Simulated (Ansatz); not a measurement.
The system is CsLiCr2Te2S3.

```
CELL_PARAMETERS angstrom
3.31929 1.91639 6.87982
-3.31929 1.91639 6.87982
0.00000 -3.83279 6.87982
ATOMIC_POSITIONS crystal
Cs 0.00000 0.00000 0.00000
Li 0.50000 0.50000 0.50000
Cr 0.79848 0.79848 0.79848
Cr 0.20152 0.20152 0.20152
Te 0.67990 0.67990 0.67990
Te 0.32010 0.32010 0.32010
S 0.13626 0.86374 0.50000
S 0.50000 0.13626 0.86374
S 0.86374 0.50000 0.13626
```

The cell was built by a generator and needn't be a form met in nature.

Base run:

| Property | Result |
| --- | --- |
| Program | Ansatz 0.2.0 |
| Functional | PBEsol |
| Potentials or basis | all-electron LAPW, scalar-relativistic |
| Cutoff | 305 eV (chosen from the basis error) |
| Basis error allowed | 0.002 eV/atom |
| k mesh | 4 × 4 × 4 |
| Occupations | fermi-dirac, width 0.05 eV |
| Spin | collinear spin, ferromagnetic start |
| Starting moments | [0.0, 0.0, 3.0, 3.0, 0.0, 0.0, 0.0, 0.0, 0.0] μB |

Its results: band gap on the k mesh none (metal or under the smearing width); pressure -2.1 GPa; net moment 4.00 μB per cell; site moments Cs -0.01; Li +0.01; Cr +2.22; Te -0.20; S -0.06 μB; largest force 0.238 eV/Å.

Q: The run is repeated on the same cell with these changes: functional from PBEsol to PBE; potentials or basis from all-electron LAPW, scalar-relativistic to all-electron PAW datasets made for the crystal. What comes out?

A: Band gap on the k mesh none (metal or under the smearing width); pressure 0.0 GPa; net moment 4.00 μB per cell; site moments Cs -0.01; Li +0.01; Cr +2.08; Te -0.15; S -0.06 μB; largest force 0.020 eV/Å.

Caveats: the k mesh is thin for a metal, which can move the energy by tens of meV per atom; only a ferromagnetic start was run, and an antiferromagnetic order may lie lower in energy; spin-orbit coupling is left out, which moves the levels of the heavy elements (some runs); the program warned that the printed levels may be off, so bands, gaps and densities of states are rough (some runs).

The runs don't all hold the same shells in valence.
